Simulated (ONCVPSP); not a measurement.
# Zn: generating and testing an ONCV potential

Task: generate the file, and judge it by its errors in other configurations, its logarithmic derivatives, its ghosts and its cutoff.

Method: ONCVPSP 4.0.1, PBEsol, scalar-relativistic.

## (1) Starting point

Typed settings, in words:

| Quantity | Value |
| --- | --- |
| element | zinc (Zn, Z = 30) |
| type | optimised norm-conserving Vanderbilt (ONCV) |
| frozen core | [Ne] |
| valence charge | 20 |
| reference configuration | 3s2 3p6 3d10 4s1.5 4p0.5 |
| partial waves | 3s+4s: rc 1.00 bohr, ncon 4, nbas 8, qcut 12.4 1/bohr, 3 projectors, debl 3.8 Ha; 3p+4p: rc 1.00 bohr, ncon 4, nbas 7, qcut 7.7 1/bohr, 2 projectors; 3d: rc 1.50 bohr, ncon 4, nbas 9, qcut 12.5 1/bohr, 3 projectors, debl 2.8 Ha |
| local potential | polynomial inside 0.85 bohr (lpopt 5, dvloc0 2 Ha) |
| core correction | Teter function, fcfact 5.25, rcfact 1.75 |

The nodes and maxima of the atom's own shells, from an earlier all-electron run, set the scale for the radii.

All-electron outer shells of the reference configuration (PBEsol, scalar-relativistic, ld1.x):

| shell | level (eV) | outermost node (bohr) | outermost maximum (bohr) |
| --- | --- | --- | --- |
| 2s | -1158.40 | 0.07 | 0.19 |
| 2p | -1004.59 | – | 0.15 |
| 3s | -130.11 | 0.28 | 0.59 |
| 3p | -84.44 | 0.25 | 0.59 |
| 3d | -11.33 | – | 0.57 |
| 4s | -6.76 | 0.85 | 2.06 |
| 4p | -1.63 | 0.92 | 2.96 |

## (2) Generation

File Zn.dat:

```
# ATOM AND REFERENCE CONFIGURATION
# atsym  z   nc   nv     iexc    psfile
  Zn 30.00    3    5  -116133      upf
#
#   n    l    f
    1    0    2.00
    2    0    2.00
    2    1    6.00
    3    0    2.00
    3    1    6.00
    3    2   10.00
    4    0    1.50
    4    1    0.50
#
# PSEUDOPOTENTIAL AND OPTIMIZATION
# lmax
    2
#
#   l,   rc,      ep,       ncon, nbas, qcut
    0    1.00    0.00    4    8   12.40
    1    1.00    0.00    4    7    7.70
    2    1.50    0.00    4    9   12.50
#
# LOCAL POTENTIAL
# lloc, lpopt,  rc(5),   dvloc0
    4    5    0.85    2.00
#
# VANDERBILT-KLEINMAN-BYLANDER PROJECTORs
# l, nproj, debl
    0    3    3.80
    1    2    0.40
    2    3    2.80
#
# MODEL CORE CHARGE
# icmod, fcfact, rcfact
    3    5.25    1.75
#
# LOG DERIVATIVE ANALYSIS
# epsh1, epsh2, depsh
   -6.00    5.00    0.04
#
# OUTPUT GRID
# rlmax, drl
    6.00    0.01
#
# TEST CONFIGURATIONS
# ncnf
    4
# nvcnf
#   n    l    f
    5
    3    0    2.00
    3    1    6.00
    3    2   10.00
    4    0    2.00
    4    1    0.00
#
    5
    3    0    2.00
    3    1    6.00
    3    2   10.00
    4    0    1.00
    4    1    0.00
#
    5
    3    0    2.00
    3    1    6.00
    3    2   10.00
    4    0    0.00
    4    1    0.00
#
    5
    3    0    2.00
    3    1    6.00
    3    2   10.00
    4    0    0.00
    4    1    1.00
#
```

Started as:

```sh
$ oncvpsp.x < Zn.dat > Zn.out
```

Before running it: what results should come out? Wanted: cutoffs for 1 and 0.1 mHa per electron, occupied waves; bound ghosts; GHOST(+) flags; largest test error; largest phase difference near zero energy, channels read; rms error of d²Exc/dn², without and with the model core.

The runs gave:

| quantity | value |
| --- | --- |
| cutoffs for 1 and 0.1 mHa per electron, occupied waves | 129 Ha and 152 Ha |
| bound ghosts | none found |
| GHOST(+) flags | s at 2227 eV, s at 3769 eV (1 near or above the test basis's cutoff) |
| largest test error (AE − PS) | +3.1 meV, for 3s2 3p6 3d10 4s0 4p1 (1 test unsolved) |
| largest phase difference near zero energy, channels read | 0.000 rad |
| rms error of d²Exc/dn², without and with the model core | 1.62 and 2.51 mHa |

In words: By total energies transferability is very good where solved: the largest error is 3.1 meV on 13.7 eV, for 3s2 3p6 3d10 4s0 4p1. Of the tests 1 gave no usable energy difference, which is a warning in itself. It counts as very hard, with 129 Ha needed at the looser tolerance. At the looser tolerance the 3p wave is the slowest; 3s needs 57 Ha. It is free of bound ghosts as far as tested. Near zero energy the phases of the channels with partial waves agree within 0.001 rad. The program also flags highly localised states, GHOST(+) (s). All of this concerns the isolated atom, not yet a solid.
